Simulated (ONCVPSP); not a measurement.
# An ONCV potential for phosphorus, from input to tests

Do these settings give a usable potential? It is generated, then checked for transferability, scattering, ghosts and hardness.

Method: ONCVPSP 4.0.1.1 (patched build), PBE, scalar-relativistic.

### 1 The atom and the settings

The settings as typed:

```
element                 : phosphorus (P, Z = 15)
type                    : optimised norm-conserving Vanderbilt (ONCV)
frozen core             : [Ne]
valence charge          : 5
reference configuration : 3s2 3p1.5 (charge +1.5)
partial waves           : 3s: rc 1.50 bohr, ncon 3, nbas 8, qcut 4.5 1/bohr, 2 projectors, debl 0.6 Ha; 3p: rc 1.20 bohr, ncon 4, nbas 8, qcut 7.7 1/bohr, 2 projectors, debl 3.5 Ha; d scattering state at 0.08 Ha: rc 1.40 bohr, ncon 4, nbas 8, qcut 6.6 1/bohr, 1 projector
local potential         : polynomial inside 1.05 bohr (lpopt 5, dvloc0 0 Ha)
core correction         : not asked for
```

The nodes and maxima of the atom's own shells, from an earlier all-electron run, set the scale for the radii.

All-electron outer shells of the reference configuration (PBE, scalar-relativistic, ld1.x):

```json
{"shell": "2s", "level (eV)": "-190.82", "outermost node (bohr)": "0.14", "outermost maximum (bohr)": "0.42"}
{"shell": "2p", "level (eV)": "-141.36", "outermost node (bohr)": "–", "outermost maximum (bohr)": "0.36"}
{"shell": "3s", "level (eV)": "-28.48", "outermost node (bohr)": "0.65", "outermost maximum (bohr)": "1.54"}
{"shell": "3p", "level (eV)": "-19.10", "outermost node (bohr)": "0.64", "outermost maximum (bohr)": "1.72"}
```

### 2 The generation run

The input, P.dat:

```
# ATOM AND REFERENCE CONFIGURATION
# atsym  z   nc   nv     iexc    psfile
  P 15.00    3    2        4      upf
#
#   n    l    f
    1    0    2.00
    2    0    2.00
    2    1    6.00
    3    0    2.00
    3    1    1.50
#
# PSEUDOPOTENTIAL AND OPTIMIZATION
# lmax
    2
#
#   l,   rc,      ep,       ncon, nbas, qcut
    0    1.50    0.00    3    8    4.50
    1    1.20    0.00    4    8    7.70
    2    1.40    0.08    4    8    6.60
#
# LOCAL POTENTIAL
# lloc, lpopt,  rc(5),   dvloc0
    4    5    1.05    0.00
#
# VANDERBILT-KLEINMAN-BYLANDER PROJECTORs
# l, nproj, debl
    0    2    0.60
    1    2    3.50
    2    1    3.60
#
# MODEL CORE CHARGE
# icmod, fcfact, rcfact
    0    0.00    0.00
#
# LOG DERIVATIVE ANALYSIS
# epsh1, epsh2, depsh
   -3.00    5.00    0.02
#
# OUTPUT GRID
# rlmax, drl
    6.00    0.01
#
# TEST CONFIGURATIONS
# ncnf
    4
# nvcnf
#   n    l    f
    2
    3    0    2.00
    3    1    3.00
#
    2
    3    0    2.00
    3    1    2.00
#
    2
    3    0    2.00
    3    1    1.00
#
    2
    3    0    2.00
    3    1    0.00
#
```

Launch:

```sh
$ oncvpsp.x < P.dat > P.out
```

Q: Predict the outcome of this session. Wanted: cutoffs for 1 and 0.1 mHa per electron, occupied waves; bound ghosts; GHOST(+) flags; largest test error; largest phase difference near zero energy, channels read; projector energies reset by the program.

As calculated:

| quantity | value |
| --- | --- |
| cutoffs for 1 and 0.1 mHa per electron, occupied waves | 34 Ha and 134 Ha |
| bound ghosts | p at -80.78 eV |
| GHOST(+) flags | s at 116 eV |
| largest test error (AE − PS) | +15 meV, for 3s2 3p0 |
| largest phase difference near zero energy, channels read | 0.003 rad |
| projector energies reset by the program | s: -1.047, 0.250 Ha |

What this shows: It has a bound ghost (p), a state that the atom doesn't have, and that rules the file out. By total energies transferability is good: the largest error is 15 meV on 40.6 eV, for 3s2 3p0. Atomic tests can pass in spite of a ghost, since they solve only for the levels asked. The potential is of middling hardness: the looser tolerance needs 34 Ha. The tighter tolerance needs 134 Ha, and converged work needs a cutoff nearer that. At the looser tolerance the 3p wave is the slowest; 3s needs 10 Ha. Near zero energy the phases of the channels with partial waves agree within 0.003 rad. The pseudo curves have poles with no partner nearby in the atom's: p at -2.97 Ha, p at -2.90 Ha. The program also flags highly localised states, GHOST(+) (s). All of this concerns the isolated atom, not yet a solid.
